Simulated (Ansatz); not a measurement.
# PdSeO: the cost of one run

Program: Ansatz 0.2.0. PAW datasets, plane waves. The structure was generated, not taken from experiment, and needn't be the ground state; spin polarisation is off.

## Step 1: Starting point

The cell was relaxed beforehand with r2SCAN.

In-plane lattice: a = 3.379 Å, b = 3.379 Å, γ = 120.0°; thickness between the outer nuclei 2.31 Å. Near Pd stand 3 O at 2.16 Å and 3 Se at 2.39 Å; near O stand 3 Pd at 2.16 Å; near Se stand 3 Pd at 2.39 Å.

Coordinates:

```
Pd O Se
1.0
     3.37910    0.00000    0.00000
    -1.68955    2.92639    0.00000
     0.00000    0.00000   29.35268
Pd O Se
1 1 1
Cartesian
  0.0000 0.0000 9.1476
  0.0000 1.9509 10.0804
  1.6896 0.9755 7.7720
```
Periodic in the plane only; c spans the vacuum.

## Step 2: PBE band path

Contents of input.yaml:

```yaml
crystal:
  lattice:
    - [3.3791007245, 0.0, 0.0]
    - [-1.6895503622, 2.9263870693, 0.0]
    - [0.0, 0.0, 29.3526821848]
  atoms:
    - { symbol: Pd, position: [0.0, 0.0, 0.3116441114] }
    - { symbol: O, position: [0.3333333333, 0.6666666667, 0.3434221689] }
    - { symbol: Se, position: [0.6666666667, 0.3333333333, 0.2647815152] }
  periodic: [true, true, false]
kpoints:
  mp_grid: { grid: [12, 12, 1] }
  band_path:
    path:
      - [0, 0, 0]
      - [0.5, 0, 0]
      - [0.3333333333333, 0.3333333333333, 0]
      - [0, 0, 0]
    npoints: 10
hamiltonian:
  xc: pbe
scf:
  occupations: { method: fermi_dirac, width: 0.02 }
  n_extra_bands: 4
output:
  forces: true
  stress: true
  eigenvalues: true
  write_density: true
  write_potential: true
  elf: true
  volumetric_format: npy
```

Started as:

```console
ansatz run input.yaml --threads 4 --pin off --max-ram 5529MiB --backend cpu --events-out ev --progress --plain --runs-dir out
```

**Question.** How long does this run take on 4 threads of Arm Neoverse V1, shared host, and how much memory does it need?

About 7.3 s, with a peak of 0.61 GiB.
